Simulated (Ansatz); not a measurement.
# K3SnHF8: the cost of one run

Computed with Ansatz 0.2.0 (DFT, PBE, plane-wave PAW, default files, scalar-relativistic, as far as a step names no other, unless a step's input says otherwise).

### 1 Starting point

Symmetry: C2/c, No. 15, monoclinic system. Conventional cell: a = 8.763 Å, b = 14.070 Å, c = 6.828 Å, α = 90.00°, β = 93.08°, γ = 90.00°. K (site symmetry 1) is surrounded by 6 F at 2.42 to 2.87 Å. K (site symmetry 2) is surrounded by 6 F at 2.50 to 2.76 Å and 2 H at 2.78 Å. Around Sn (site symmetry 2) lie 6 F at 1.97 to 2.06 Å. H (site symmetry -1) has 2 F at 1.09 Å as nearest neighbours. Around F (site symmetry 2) lie 1 Sn at 1.97 Å and 2 K at 2.71 Å. F (site symmetry 1) has 1 Sn at 2.06 Å and 3 K at 2.42 to 2.87 Å as nearest neighbours. F (site symmetry 1) has 1 H at 1.09 Å as nearest neighbours. Around F (site symmetry 2) lie 1 Sn at 2.05 Å and 2 K at 2.70 Å. Only part of the 9 independent sites is listed.

Structure file:

```xyz
26
Lattice="4.3815 -7.0350 0.0000 4.3815 7.0350 0.0000 -0.3669 0.0000 6.8181" Properties=species:S:1:pos:R:3 pbc="T T T"
K     1.6505    1.3929    5.3181
K     6.5622    1.3929    4.9091
K     6.7457   -1.3929    1.5000
K     1.8339   -1.3929    1.9091
K     4.1063   -2.1949    5.1136
K     4.2898    2.1949    1.7045
Sn    4.2898   -4.5587    1.7045
Sn    4.1063    4.5587    5.1136
H     4.3815    0.0000    0.0000
H     4.1981    0.0000    3.4091
F     4.2898   -6.5285    1.7045
F     4.1063    6.5285    5.1136
F     4.5569   -4.5446    3.7432
F     3.6558   -4.5446    6.4840
F     3.8392    4.5446    3.0750
F     4.7403    4.5446    0.3341
F     3.1371    0.2251    3.2591
F     5.4425    0.2251    0.1500
F     5.2591   -0.2251    3.5591
F     2.9536   -0.2251    6.6681
F     4.2898   -2.5045    1.7045
F     4.1063    2.5045    5.1136
F     1.8392    2.5326    1.3227
F     6.7404    2.5326    2.0863
F     6.5570   -2.5326    5.4954
F     1.6557   -2.5326    4.7318
```

### 2 First run, atoms as given

input.yaml reads:

```yaml
crystal:
  lattice:
    - [4.3815, -7.035, 0.0]
    - [4.3815, 7.035, 0.0]
    - [-0.3668701787, 0.0, 6.8181368622]
  atoms:
    - { symbol: K, position: [0.122, 0.32, 0.78] }
    - { symbol: K, position: [0.68, 0.878, 0.72] }
    - { symbol: K, position: [0.878, 0.68, 0.22] }
    - { symbol: K, position: [0.32, 0.122, 0.28] }
    - { symbol: K, position: [0.656, 0.344, 0.75] }
    - { symbol: K, position: [0.344, 0.656, 0.25] }
    - { symbol: Sn, position: [0.824, 0.176, 0.25] }
    - { symbol: Sn, position: [0.176, 0.824, 0.75] }
    - { symbol: H, position: [0.5, 0.5, 0.0] }
    - { symbol: H, position: [0.5, 0.5, 0.5] }
    - { symbol: F, position: [0.964, 0.036, 0.25] }
    - { symbol: F, position: [0.036, 0.964, 0.75] }
    - { symbol: F, position: [0.866, 0.22, 0.549] }
    - { symbol: F, position: [0.78, 0.134, 0.951] }
    - { symbol: F, position: [0.134, 0.78, 0.451] }
    - { symbol: F, position: [0.22, 0.866, 0.049] }
    - { symbol: F, position: [0.362, 0.394, 0.478] }
    - { symbol: F, position: [0.606, 0.638, 0.022] }
    - { symbol: F, position: [0.638, 0.606, 0.522] }
    - { symbol: F, position: [0.394, 0.362, 0.978] }
    - { symbol: F, position: [0.678, 0.322, 0.25] }
    - { symbol: F, position: [0.322, 0.678, 0.75] }
    - { symbol: F, position: [0.038, 0.398, 0.194] }
    - { symbol: F, position: [0.602, 0.962, 0.306] }
    - { symbol: F, position: [0.962, 0.602, 0.806] }
    - { symbol: F, position: [0.398, 0.038, 0.694] }
kpoints:
  mp_grid: { grid: [3, 3, 4] }
scf:
  occupations: { method: fermi_dirac, width: 0.02 }
hamiltonian:
  xc: pbe
  pseudopotentials: { kind: paw }
output:
  forces: true
  stress: true
  populations: true
  efg:
    quadrupole_moments_barn: { K: 0.0603, Sn: -0.132, H: 0.00285783 }
    contact_densities: true
  write_density: true
  write_potential: true
  elf: true
  volumetric_format: npy
```

Started as:

```console
ansatz run input.yaml --threads 1 --pin off --max-ram 3072MiB --backend cpu --events-out ev --progress --plain --runs-dir out
```

Q: Estimate wall time and peak memory on 1 thread of Arm Neoverse V2, shared host.

About 74 s, with a peak of 1 GiB.
